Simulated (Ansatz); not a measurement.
# GeNH₄ (quartet): the correlation ladder at distance Ge1–H5 along a hydrogen transfer = 1.591 Å, cc-pVDZ

The task here is to estimate one member of a computed series from the others.

Method: cc-pVDZ, core rule «outside noble gas», up to 15 orbitals frozen; program: Ansatz 0.2.0, Gaussian basis.

Plan: UHF; CCSD(T) on ROHF; CCSD(T) on UHF; BCCD(T) on ROHF; CISD; CCSDT(Q) on ROHF; CCSDT(Q) on UHF; CASSCF and MRCISD+Q, 5 electrons in 5 orbitals; CASSCF and NEVPT2, 5 electrons in 5 orbitals.

10 further runs of the same task are left out: 2 for a mislabelled method, 8 that didn't finish.

### What is computed

The geometry derives from fragments relaxed apart (PBE0/def2-TZVP) and kept rigid, so it is no stationary point. A hydrogen atom is moved between rigid fragments. No spin-orbit coupling is included. The filled d shell of Ge may be among the frozen orbitals whatever the setting's name suggests; the logs give the count.

6 atoms, charge 0, spin multiplicity 4.

Atoms are counted from 1 here; the program's logs count them from 0.

Bond lengths: Ge1–H2 1.534 Å, Ge1–H3 1.534 Å, Ge1–H4 1.534 Å, Ge1–H5 1.591 Å. Angles: H2–Ge1–H3 109.5°, H2–Ge1–H4 109.5°, H2–Ge1–H5 109.5°, H3–Ge1–H4 109.5°, H3–Ge1–H5 109.5°, H4–Ge1–H5 109.5°.

Geometry (Å):

```csv
atom,x (Å),y (Å),z (Å)
Ge1,-0.45924,0.00000,0.00000
H2,-0.97069,1.44660,0.00000
H3,-0.97069,-0.72330,1.25279
H4,-0.97069,-0.72330,-1.25279
H5,1.13176,0.00000,0.00000
N6,2.50976,0.00000,0.00000
```

The first run:

The input, in.yaml:

```yaml
crystal:
  periodic: [false, false, false]
  atoms:
    - {symbol: Ge, position_ang: [-0.459238, 0.000000, 0.000000]}
    - {symbol: H, position_ang: [-0.970688, 1.446599, 0.000000]}
    - {symbol: H, position_ang: [-0.970688, -0.723300, 1.252792]}
    - {symbol: H, position_ang: [-0.970688, -0.723299, -1.252792]}
    - {symbol: H, position_ang: [1.131762, 0.000000, 0.000000]}
    - {symbol: N, position_ang: [2.509762, 0.000000, 0.000000]}
basis:
  gaussian: {orbitals: cc-pVDZ}
magnetization: {spin_polarized: true, initial_magnetization: 3}
hamiltonian: {xc: hf}
output: {orbitals: {seedname: orbitals}}
```

Run with:

```bash
$ ansatz run in.yaml --threads 1 --pin off --events-out ev --progress --plain --max-ram 2393MiB
```

Among the steps run: UHF; CCSD(T) on ROHF; CCSD(T) on UHF; BCCD(T) on ROHF; CISD; CCSDT(Q) on ROHF; CCSDT(Q) on UHF; CASSCF and MRCISD+Q, 5 electrons in 5 orbitals; CASSCF and NEVPT2, 5 electrons in 5 orbitals.

One table of the session follows, with a row left open; its other results are not shown here.

It belongs to the step «Misses and costs». 

```
     method  from UCCSDT(Q) (kJ/mol)
       ROHF                   +677.7
        UHF                   +655.7
       RMP2                   +140.3
       UMP2                   +137.4
       CISD                    +67.0
      RCCSD                    +15.4
      UCCSD                    +14.9
   RCCSD(T)                     +3.3
   UCCSD(T)                     +3.1
    BCCD(T)                     +3.3
     RCCSDT                     +0.8
     UCCSDT                     +0.5
  RCCSDT(Q)                     +0.2
  UCCSDT(Q)                        0
CASSCF pair                   +625.5
NEVPT2 pair                        ?
```

Q: Estimate the row for NEVPT2 pair from the others.

**Answer.** from UCCSDT(Q) (kJ/mol): +132.8. In the column «from UCCSDT(Q) (kJ/mol)» it lies between CISD (+67.0) and UMP2 (+137.4).

Not comparable, so not listed: CASSCF and MRCISD+Q, 5 electrons in 5 orbitals (they don't share determinant, frozen orbitals or solution with the rows shown, or repeat one).

Caveats from the session: Restricted and unrestricted rows rest on different reference determinants; where their highest levels disagree by more than a few hundredths of an eV, they describe different states and don't form one ladder. Warnings in the runs' records: passed over end.
